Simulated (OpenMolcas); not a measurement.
# PBE50/3-21G run of C13H12 (diphenylmethane)

What is the vertical electron affinity of C13H12 (diphenylmethane) at PBE50/3-21G? 

Program for the calculation: OpenMolcas 26.06.

## Step 1: The molecule

C13H12 has 25 atoms, charge 0, and is taken as a singlet. SMILES: `c1ccc(Cc2ccccc2)cc1`. The shape is that of a GFN2-xTB optimisation. This is one conformer, not always the lowest.

Some bond lengths: C1–C2 1.384 Å, C2–C3 1.384 Å, C3–C4 1.389 Å, C4–C5 1.508 Å, C5–C6 1.507 Å, C6–C7 1.389 Å, C7–C8 1.383 Å, C8–C9 1.384 Å, C9–C10 1.384 Å, C6–C11 1.389 Å, C10–C11 1.384 Å, C4–C12 1.389 Å, C1–C13 1.384 Å, C12–C13 1.383 Å, C1–H14 1.080 Å, C2–H15 1.080 Å. Some angles: C1–C2–C3 120.1°, C2–C1–C13 119.6°, C2–C3–C4 120.7°, C3–C4–C5 120.6°, C3–C4–C12 118.8°, C5–C4–C12 120.6°, C4–C5–C6 109.2°, C5–C6–C7 120.6°, C5–C6–C11 120.6°, C7–C6–C11 118.8°.

## Step 2: Energy and forces at PBE50/3-21G

struct.xyz

```xyz
25

C      1.058520    -3.367210    -0.684660
C      0.062410    -2.825650    -1.478750
C     -0.720750    -1.790040    -1.000710
C     -0.522340    -1.283850     0.277060
C     -1.354710    -0.133260     0.784230
C     -0.681040     1.164970     0.419620
C      0.249110     1.742880     1.273990
C      0.890200     2.918660     0.927310
C      0.610700     3.532170    -0.281660
C     -0.311740     2.961840    -1.141830
C     -0.951140     1.785570    -0.792850
C      0.481680    -1.831190     1.064830
C      1.266260    -2.866550     0.589210
H      1.668840    -4.177180    -1.056020
H     -0.106640    -3.212710    -2.473130
H     -1.499040    -1.374860    -1.625200
H     -1.457290    -0.203110     1.868660
H     -2.348550    -0.171840     0.334320
H      0.468420     1.271400     2.221290
H      1.607440     3.359200     1.604930
H      1.108320     4.451800    -0.552400
H     -0.534870     3.435140    -2.086940
H     -1.672410     1.347630    -1.468170
H      0.647720    -1.448110     2.061540
H      2.040900    -3.285730     1.215320
```

job.input

```
>>> EXPORT MOLCAS_PRINT=2
&GATEWAY
BasLib = $CurrDir
Coord = struct.xyz
Basis = 3-21G
Group = NoSym
&SEWARD
GridInput
Grid=UltraFine
End of Grid
&SCF
KSDFT = HYB_GGA_XC_PBE50
PrOrbitals = 1 1
&ALASKA
```

The basis set 3-21G is read from a file made from the Basis Set Exchange's data (not shown).

Launch:

```sh
$ export MOLCAS_MEM=1860
$ pymolcas job.input > job.log
```

Log:

```text
--- Start Module: gateway ---
[...]
--- Stop Module: gateway /rc=_RC_ALL_IS_WELL_ ---
[...]
      Basis functions          141
[...]
--- Start Module: scf ---
[...]
       Convergence after  12 Iterations
[...]
::    Total KS-DFT energy                            -499.3293177729
[...]
      Total spin, S                                     0.0000000000
[...]
      Total electronic charge=   90.000000
      Total            charge=   -0.000000
[...]
      Dipole Moment (debye):
      Origin of the operator (angstrom)=    0.0050    0.0005   -0.0029
                   X= -5.1951E-02               Y= -6.3351E-03               Z=  2.9441E-02           Total=  6.0048E-02
      Quadrupole Moment (debye*angstrom):
[...]
--- Stop Module: scf /rc=_RC_ALL_IS_WELL_ ---
[...]
--- Start Module: alaska ---
[...]
 *              Molecular gradients               *
 **************************************************
  Irreducible representation: a
 ------------------------------------------------------------------------------------------
                              X                       Y                       Z
 ------------------------------------------------------------------------------------------
  C1               -1.47711183487953E-03    1.85752135810802E-03    7.98429516524646E-04
  C2               -1.55776819977249E-05    7.26618452892680E-04    2.04589158448787E-03
  C3                1.50617041226031E-03   -4.20558079360145E-04   -3.83912048101287E-04
  C4               -8.16107394921772E-04    2.05774595644659E-03    6.11035448768060E-04
  C5               -8.43587249276467E-04    1.84963299082255E-04    5.56125943067975E-04
  C6               -7.98933704847293E-04   -2.64139580765477E-03    2.36781754125559E-04
  C7                1.29818229835554E-03    9.97578646564357E-04   -8.13962273721103E-04
  C8               -1.71760979382363E-03   -1.10231107560566E-03   -1.36431624851463E-03
[...]
--- Stop Module: alaska /rc=_RC_ALL_IS_WELL_ ---
[...]
```

Run time: 4 min. Hardware: 1 thread of Arm Neoverse V1, shared host; peak memory 1.1 GiB.

## Step 3: The doublet anion

struct.xyz is that of step 2.

job.inp

```
* C13H12 Kohn-Sham DFT

&GATEWAY
 BasLib=$CurrDir
 Coord=struct.xyz
 Basis=3-21G
 Group=NoSym

&SEWARD
 GridInput
 Grid=UltraFine
 End of Grid

&SCF
 UHF
 Charge=-1
 Spin=2
 KSDFT=HYB_GGA_XC_PBE50
 PrOrbitals=1 1

&ALASKA
```

The basis set 3-21G is read from a file made from the Basis Set Exchange's data (not shown).

Launch:

```sh
$ export MOLCAS_MEM=1860
$ pymolcas job.inp > job.log
```

Log:

```text
--- Start Module: gateway ---
[...]
--- Stop Module: gateway /rc=_RC_ALL_IS_WELL_ ---
[...]
      Basis functions          141
[...]
--- Start Module: scf ---
[...]
       Convergence after  20 Iterations
[...]
::    Total KS-DFT energy                            -499.2659669209
[...]
      Total spin, S                                     0.5088011474
[...]
      Total electronic charge=   91.000000
      Total            charge=   -1.000000
[...]
      Dipole Moment (debye):
      Origin of the operator (angstrom)=    0.0050    0.0005   -0.0029
                   X= -5.1776E-01               Y= -5.3576E-02               Z=  2.9943E-01           Total=  6.0051E-01
      Center of Charge (angstrom)
[...]
--- Stop Module: scf /rc=_RC_ALL_IS_WELL_ ---
[...]
--- Start Module: alaska ---
[...]
 *              Molecular gradients               *
 **************************************************
  Irreducible representation: a
 ------------------------------------------------------------------------------------------
                              X                       Y                       Z
 ------------------------------------------------------------------------------------------
  C1               -1.41431480891736E-02    1.90977087294062E-02    8.47672041444270E-03
  C2                1.54044409487124E-02   -1.47077804483615E-02    4.46608298718054E-03
  C3               -3.65811019265694E-03    1.52807291605086E-02    2.18198714055196E-02
  C4                1.94310869846319E-02   -2.23046492293677E-02   -1.16396266500565E-02
  C5               -8.71670082837106E-03   -6.41170863725365E-04    5.11605151268801E-03
  C6                1.61037810835030E-02    2.54404162735415E-02   -8.86896386636193E-03
  C7               -1.80837487732406E-02   -1.70994786754590E-02   -8.92464703669038E-03
  C8                1.44869697633254E-03    1.61180779239833E-02   -1.44004716740289E-02
[...]
--- Stop Module: alaska /rc=_RC_ALL_IS_WELL_ ---
[...]
```

Run time: 5.9 min. Hardware: 1 thread of Arm Neoverse V1, shared host; peak memory 1.1 GiB.

## Step 4: Results

Level: PBE50/3-21G.

```
                                         quantity          value
                     singlet C13H12: total energy  -499.32932 Eh
                    singlet C13H12: dipole moment         0.06 D
                      singlet C13H12: HOMO energy       -7.70 eV
                      singlet C13H12: LUMO energy        0.89 eV
                    singlet C13H12: HOMO–LUMO gap        8.59 eV
         singlet C13H12: largest force on an atom     0.143 eV/Å
                      doublet anion: total energy  -499.26597 Eh
doublet anion: HOMO energy (highest over α and β)        2.55 eV
 doublet anion: LUMO energy (lowest over α and β)        5.20 eV
                              doublet anion: ⟨S²⟩          0.768
          doublet anion: largest force on an atom     1.635 eV/Å
vertical electron affinity (to the doublet anion)      -1.724 eV
```

**Reading.** The anion lies 1.72 eV (166 kJ/mol) above the neutral: the electron isn't bound at this level, and such a value depends on the basis. Without diffuse functions anions come out too high. The HOMO (doublet anion) lies at positive energy, 2.55 eV; only total energies tell whether the electron is bound.
